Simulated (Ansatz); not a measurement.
# K3Sr: the cost of one run

Method: DFT PBEsol, scalar-relativistic, plane waves, PAW, in Ansatz 0.2.0.

### Step 1. The structure to begin with

Symmetry: I4/mmm, No. 139, tetragonal system. The conventional cell has a = 6.277 Å, b = 6.277 Å, c = 14.382 Å, α = 90.00°, β = 90.00°, γ = 90.00°. Around K (site symmetry -4m2) lie 4 K at 4.44 Å. K (site symmetry 4/mmm) has 4 Ba at 4.44 Å as nearest neighbours. Ba (site symmetry 4/mmm) has 4 K at 4.44 Å as nearest neighbours.

Coordinates:

```
K Ba
1.0
    -3.13851    3.13851    7.19088
     3.13851   -3.13851    7.19088
     3.13851    3.13851   -7.19088
K Ba
3 1
Direct
  0.75000 0.25000 0.50000
  0.25000 0.75000 0.50000
  0.50000 0.50000 0.00000
  0.00000 0.00000 0.00000
```

The structure comes from the Materials Project (structure only).

### Step 2. Substitution of an element, cell strained: Ba → Sr, first probe

What differs from the listed cell: Sr takes all sites of Ba, and lengths are scaled by 0.985 as a first guess of the size; strain xx, yy, zz, yz, xz, xy = -0.8, -0.8, +2.2, +0.0, +0.0, +0.0 %.

input.yaml

```yaml
crystal:
  lattice:
    - [-3.0688623108, 3.0688623108, 7.2439013705]
    - [3.0688623108, -3.0688623108, 7.2439013705]
    - [3.0688623108, 3.0688623108, -7.2439013705]
  atoms:
    - { symbol: K, position: [0.75, 0.25, 0.5] }
    - { symbol: K, position: [0.25, 0.75, 0.5] }
    - { symbol: K, position: [0.5, 0.5, 0.0] }
    - { symbol: Sr, position: [0.0, 0.0, 0.0] }
basis:
  ecutwfc: 420
kpoints:
  mp_grid: { grid: [4, 4, 4] }
hamiltonian:
  xc: pbesol
scf:
  occupations: { method: gaussian, width: 0.1 }
output:
  forces: true
  stress: true
  eigenvalues: true
```

Q: Estimate wall time and peak memory on 1 thread of an Arm CPU, shared host.

About 5.2 s, with a peak of 0.51 GiB.
